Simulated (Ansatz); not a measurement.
**One shape, several levels: doublet SnO−**

Wanted: a comparison of 6 runs (UHF/STO-3G, UHF/3-21G, U-r2SCAN0/def2-TZVPPD, U-revPBE/def2-TZVPPD, UCAM-B3LYP/def2-TZVPPD, RPA@PBE0/def2-TZVPPD) of doublet SnO−. 

Program for the calculation: Ansatz 0.2.0.

47 further runs of the same task are left out: 1 that didn't finish, 46 set aside as unsound or not needed.

### 1 The structure to begin with

SnO−: 2 atoms, total charge -1, spin state doublet. SMILES of the parent species: `[O]=[Sn]`. The shape is that of a PBE0-D4/def2-TZVP optimisation. That shape belongs to the parent species and isn't relaxed for this state.

Bond lengths: O1–Sn2 1.818 Å.

### 2 A single-point energy at UHF/STO-3G (run 1)

run.yaml reads:

```yaml
basis:
  gaussian: {orbitals: STO-3G}
crystal:
  periodic: [false, false, false]
  atoms:
    - {symbol: O, position_ang: [-0.000000, 0.000000, -0.007080]}
    - {symbol: Sn, position_ang: [0.000000, -0.000000, 1.810660]}
total_charge: -1
magnetization: {spin_polarized: true, initial_magnetization: 1}
hamiltonian: {xc: hf}
accuracy: high
output: {orbitals: {seedname: orbitals}}
```

Started as:

```
$ ansatz run run.yaml --threads 1 --pin off --max-ram 3480MiB --events-out events.jsonl --progress --plain --runs-dir runs
```

The log of the run:

```text
Warning: RAYON_NUM_THREADS=1 ignored (pool sized by the plan → 1); use --threads N
Functional definition: HF
  name "HF"
  exchange = exact_x
  correlation = 0
568 factors; integrals over basis functions are off by at most 5.0e-9 eV
mean field evaluation 1: about -164270.1532 eV, gradient 8.3e0 eV
mean field evaluation 2: about -164270.2368 eV, gradient 8.3e0 eV
mean field evaluation 4: about -164270.7321 eV, gradient 1.1e0 eV
mean field evaluation 8: about -164270.6685 eV, gradient 3.3e-1 eV
mean field evaluation 16: about -164271.6148 eV, gradient 1.8e-6 eV
mean field evaluation 32: about -164272.1170 eV, gradient 1.5e-8 eV
mean field evaluation 64: about -164270.8268 eV, gradient 5.7e0 eV
mean field evaluation 96: about -164267.9133 eV, gradient 1.9e-3 eV
mean field -164272.11704102 eV, -6036.8889536174 hartree, gradient 1.5e-8 eV, S^2 1.543515; 6 other end points of the search recorded, 0 dependent functions left out
reference -164272.11704102 eV, -6036.8889536174 hartree; 30, 29 occupied and 2, 3 virtual orbitals, 568 factors
Total energy: -164272.11704102 eV, -6036.8889536174 hartree
```

It took 1.7 s on 1 thread of Arm Neoverse V1, shared host; peak memory 0.097 GiB.

### 3 The energy at UHF/3-21G (run 2)

run.yaml reads:

```yaml
crystal:
  periodic: [false, false, false]
  atoms:
    - {symbol: O, position_ang: [-0.000000, 0.000000, -0.007080]}
    - {symbol: Sn, position_ang: [0.000000, -0.000000, 1.810660]}
basis:
  gaussian:
    orbitals: 3-21G-spherical.json
total_charge: -1
magnetization:
  spin_polarized: true
  initial_magnetization: 1
hamiltonian:
  xc: hf
accuracy: high
output: {orbitals: {seedname: orbitals}}
```

The basis set 3-21G is read from a file made from the Basis Set Exchange's data (not shown).

Started as:

```
$ ansatz run run.yaml --threads 1 --pin off --max-ram 3480MiB --events-out events.jsonl --progress --plain --runs-dir runs
```

The log of the run:

```text
Warning: RAYON_NUM_THREADS=1 ignored (pool sized by the plan → 1); use --threads N
Functional definition: HF
  name "HF"
  exchange = exact_x
  correlation = 0
728 factors; integrals over basis functions are off by at most 5.3e-9 eV
mean field evaluation 1: about -165190.9525 eV, gradient 8.0e0 eV
mean field evaluation 2: about -165190.9874 eV, gradient 8.0e0 eV
mean field evaluation 4: about -165191.3503 eV, gradient 1.6e0 eV
mean field evaluation 8: about -165191.3365 eV, gradient 6.0e-1 eV
mean field evaluation 16: about -165191.8742 eV, gradient 8.4e-5 eV
mean field evaluation 32: about -165190.3190 eV, gradient 2.0e1 eV
mean field evaluation 64: about -165191.5239 eV, gradient 4.8e0 eV
mean field evaluation 96: about -165191.4201 eV, gradient 1.4e-5 eV
mean field evaluation 128: about -165191.3343 eV, gradient 5.4e-1 eV
mean field -165192.18031887 eV, -6070.7006554372 hartree, gradient 4.8e-8 eV, S^2 1.503650; 7 other end points of the search recorded, 0 dependent functions left out
reference -165192.18031887 eV, -6070.7006554372 hartree; 30, 29 occupied and 10, 11 virtual orbitals, 728 factors
Total energy: -165192.18031887 eV, -6070.7006554372 hartree
```

It took 2.5 s on 1 thread of Arm Neoverse V1, shared host; peak memory 0.12 GiB.

### 4 A single-point energy at U-r2SCAN0/def2-TZVPPD (core potential) (run 3)

in.yaml reads:

```yaml
crystal:
  periodic: [false, false, false]
  atoms:
    - {symbol: O, position_ang: [-0.000000, 0.000000, -0.007080]}
    - {symbol: Sn, position_ang: [0.000000, -0.000000, 1.810660]}
basis:
  gaussian: {orbitals: def2-TZVPPD.json}
total_charge: -1
magnetization: {spin_polarized: true, initial_magnetization: 1}
hamiltonian: {xc: {name: r2SCAN0}}
accuracy: high
output: {orbitals: {seedname: orbitals}}
```

The basis set def2-TZVPPD is read from a file made from the Basis Set Exchange's data (not shown).

Started as:

```
$ ansatz run in.yaml --threads 1 --pin off --max-ram 3480MiB --events-out events.jsonl --progress --plain --runs-dir runs
```

The log of the run:

```text
Warning: RAYON_NUM_THREADS=1 ignored (pool sized by the plan → 1); use --threads N
Functional definition: r2SCAN0
  name "r2SCAN0"
  parameter a = 0.25
  parameter k0 = 0.174
  parameter k1 = 0.065
  parameter a1 = 4.9479
  exchange = (1 - a)*r2scan_x(k0 = k0, k1 = k1, a1 = a1) + a*exact_x
  correlation = r2scan_c
1538 factors; integrals over basis functions are off by at most 3.3e-9 eV
mean field evaluation 1: about -7877.3884 eV, gradient 2.2e1 eV
mean field evaluation 2: about -7870.2068 eV, gradient 5.1e1 eV
mean field evaluation 4: about -7879.4909 eV, gradient 1.5e0 eV
mean field evaluation 8: about -7879.5526 eV, gradient 3.5e-1 eV
mean field evaluation 16: about -7879.5550 eV, gradient 6.3e-3 eV
mean field evaluation 32: about -7879.5550 eV, gradient 3.6e-8 eV
mean field -7879.55502228 eV, -289.5683061145 hartree, gradient 3.6e-8 eV, S^2 0.758827; 3 other end points of the search recorded, 0 dependent functions left out
reference -7879.55503097 eV, -289.5683064338 hartree; 16, 15 occupied and 80, 81 virtual orbitals, 1538 factors
Total energy: -7879.55503097 eV, -289.5683064338 hartree
```

It took 31 s on 1 thread of Arm Neoverse V1, shared host; peak memory 0.41 GiB.

Runs 4 to 5 aren't shown in full; the table further down has their settings and results.

### 5 The energy at RPA@PBE0/def2-TZVPPD (core potential) (run 6)

input.yaml reads:

```yaml
crystal:
  periodic: [false, false, false]
  atoms:
    - symbol: O
      position_ang: [-0.000000, 0.000000, -0.007080]
    - symbol: Sn
      position_ang: [0.000000, -0.000000, 1.810660]
basis:
  gaussian: {orbitals: def2-TZVPPD.json}
hamiltonian: {xc: {name: PBE0}}
accuracy: high
total_charge: -1
correlation: {method: rpa, frozen_orbitals: {O: 1, Sn: 4}}
magnetization: {spin_polarized: true, initial_magnetization: 1}
```

The basis set def2-TZVPPD is read from a file made from the Basis Set Exchange's data (not shown).

Started as:

```
$ ansatz run input.yaml --threads 1 --pin off --max-ram 3480MiB --events-out events.jsonl --progress --plain --runs-dir runs
```

The log of the run, shortened:

```text
Warning: RAYON_NUM_THREADS=1 ignored (pool sized by the plan → 1); use --threads N
Functional definition: PBE0
  name "PBE0"
[...]
1538 factors; integrals over basis functions are off by at most 3.3e-9 eV
[...]
mean field -7877.52366774 eV, -289.4936552120 hartree, gradient 8.4e-8 eV, S^2 0.754933; 2 other end points of the search recorded, 0 dependent functions left out
5 core orbitals not correlated: weight in the atoms' cores, before any rotation towards them, 1.000 or more for the frozen orbitals, at most 0.000 for the correlated occupied ones
reference -7842.61040862 eV, -288.2106166046 hartree; 11, 10 occupied and 80, 81 virtual orbitals, 1538 factors
Total energy: -7862.39417583 eV, -288.9376566395 hartree
```

It took 20 s on 1 thread of Arm Neoverse V1, shared host; peak memory 0.35 GiB.

### 6 The series

```tsv
run	level	core potential	frozen core orbitals	energy (Eh)	HOMO energy (eV)	LUMO energy (eV)	⟨S²⟩	wall time
1	UHF/STO-3G	none	–	-6036.888954	5.31	15.47	1.544	1.7 s
2	UHF/3-21G	none	–	-6070.700655	-0.13	7.32	1.504	2.5 s
3	U-r2SCAN0/def2-TZVPPD (core potential)	def2-TZVPPD	–	-289.568306	1.13	2.96	0.759	31 s
4	U-revPBE/def2-TZVPPD (core potential)	def2-TZVPPD	–	-289.602262	2.13	2.33	0.753	20 s
5	UCAM-B3LYP/def2-TZVPPD (core potential)	def2-TZVPPD	–	-289.532310	0.34	3.86	0.755	12 s
6	RPA@PBE0/def2-TZVPPD (core potential)	def2-TZVPPD	5	-288.937657	–	–	0.755	20 s
```

### 7 Outcome

| quantity | value |
| --- | --- |
| run 6: total energy | -288.93766 Eh |
| run 6: RPA correlation energy (valence) | -727.0 mEh |
| run 6: ⟨S²⟩ of the reference determinant | 0.755 |

Totals of different functionals can't be ranked against each other. Some runs of one species differ in core potentials or relativity; totals across that change don't compare. In runs 1, 3, 4, 5 the HOMO lies above zero, so the outermost electron may be held by the basis alone. In run 1 the basis is minimal, so the values are rough. In runs 1, 2 relativity is left out where basis or elements ask for it. Spin contamination of the reference: run 1 ⟨S²⟩ = 1.54, run 2 ⟨S²⟩ = 1.50. Where it is this large, the reference is a mixture of spin states, and values that rest on it are in doubt. All runs together took 87 s, the longest 31 s.
